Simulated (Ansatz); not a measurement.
# C7H5BrO2: basis-set convergence

One table from this session's results is given with a row withheld; the runs are named, their logs left out.

The runs use Ansatz 0.2.0, Gaussian basis; one geometry, several basis sets.

The runs, in order: PBE0-D4/def2-SVP; ωB97M-V/def2-SVP; PBE0-D4/def2-QZVPP; ωB97M-V/def2-QZVPP; the functionals' def2-TZVPP values are taken from earlier runs.

1 further run of the same task is left out (it didn't finish).

## The geometry

An earlier PBE0-D4 in a triple-zeta def2 set relaxation fixed the geometry.

SMILES `O=C(O)c1cccc(Br)c1`, 15 atoms, charge 0, spin multiplicity 1.

Atoms are counted from 1 here; the program's logs count them from 0.

Bond lengths: O1–C2 1.203 Å, C2–O3 1.344 Å, C2–C4 1.482 Å, O3–H11 0.967 Å, C4–C5 1.391 Å, C4–C10 1.391 Å, C5–C6 1.385 Å, C5–H12 1.082 Å, C6–C7 1.386 Å, C6–H13 1.083 Å, C7–C8 1.387 Å, C7–H14 1.083 Å, C8–Br9 1.886 Å, C8–C10 1.381 Å, C10–H15 1.082 Å. Angles: O1–C2–O3 122.4°, O1–C2–C4 124.6°, O3–C2–C4 112.9°, C2–O3–H11 106.2°, C2–C4–C5 122.2°, C2–C4–C10 117.3°, C5–C4–C10 120.5°, C4–C5–C6 119.6°, C4–C5–H12 119.8°, C6–C5–H12 120.7°, C5–C6–C7 120.5°, C5–C6–H13 120.1°, C7–C6–H13 119.4°, C6–C7–C8 119.3°, C6–C7–H14 120.7°, C8–C7–H14 120.0°, C7–C8–Br9 119.4°, C7–C8–C10 121.1° and more.

The first run:

Contents of in.yaml:

```yaml
crystal:
  periodic: [false, false, false]
  atoms:
    - {symbol: O, position_ang: [2.256600, -1.729982, 0.828373]}
    - {symbol: C, position_ang: [1.650028, -1.308806, -0.120916]}
    - {symbol: O, position_ang: [1.969314, -1.637280, -1.383913]}
    - {symbol: C, position_ang: [0.490405, -0.389165, -0.038961]}
    - {symbol: C, position_ang: [-0.174852, 0.067503, -1.171449]}
    - {symbol: C, position_ang: [-1.252299, 0.926003, -1.031182]}
    - {symbol: C, position_ang: [-1.669748, 1.331038, 0.227292]}
    - {symbol: C, position_ang: [-0.995802, 0.866613, 1.347302]}
    - {symbol: Br, position_ang: [-1.561274, 1.415785, 3.060830]}
    - {symbol: C, position_ang: [0.080890, 0.010153, 1.228904]}
    - {symbol: H, position_ang: [2.728725, -2.232869, -1.324359]}
    - {symbol: H, position_ang: [0.153534, -0.250475, -2.151814]}
    - {symbol: H, position_ang: [-1.776567, 1.286874, -1.908031]}
    - {symbol: H, position_ang: [-2.511713, 2.001920, 0.341270]}
    - {symbol: H, position_ang: [0.612759, -0.357314, 2.096667]}
basis:
  gaussian: {orbitals: def2-SVP}
hamiltonian: {xc: pbe0, dispersion: d4}
output: {orbitals: {seedname: orbitals}}
```

Started as:

```sh
$ ansatz run in.yaml --threads 5 --pin off --events-out ev --progress --plain --max-ram 66560MiB --backend cpu
```

Among the steps run: PBE0-D4 in def2-SVP; ωB97M-V in def2-SVP; PBE0-D4 in def2-QZVPP; ωB97M-V in def2-QZVPP.

One table of the session follows, with a row left open; its other results are not shown here.

It belongs to the step «Functionals by basis». 

| functional | basis | HOMO (eV) | LUMO (eV) |
| --- | --- | --- | --- |
| PBE0-D4 | def2-SVP | ? | ? |
| PBE0-D4 | def2-TZVPP | -7.37 | -1.78 |
| PBE0-D4 | def2-QZVPP | -7.38 | -1.82 |
| ωB97M-V | def2-SVP | -9.31 | 0.47 |
| ωB97M-V | def2-TZVPP | -9.41 | 0.26 |
| ωB97M-V | def2-QZVPP | -9.42 | 0.20 |

**Question.** Estimate the row for PBE0-D4, def2-SVP.

As computed: HOMO (eV): -7.28; LUMO (eV): -1.63. In the column «HOMO (eV)» it is the highest.
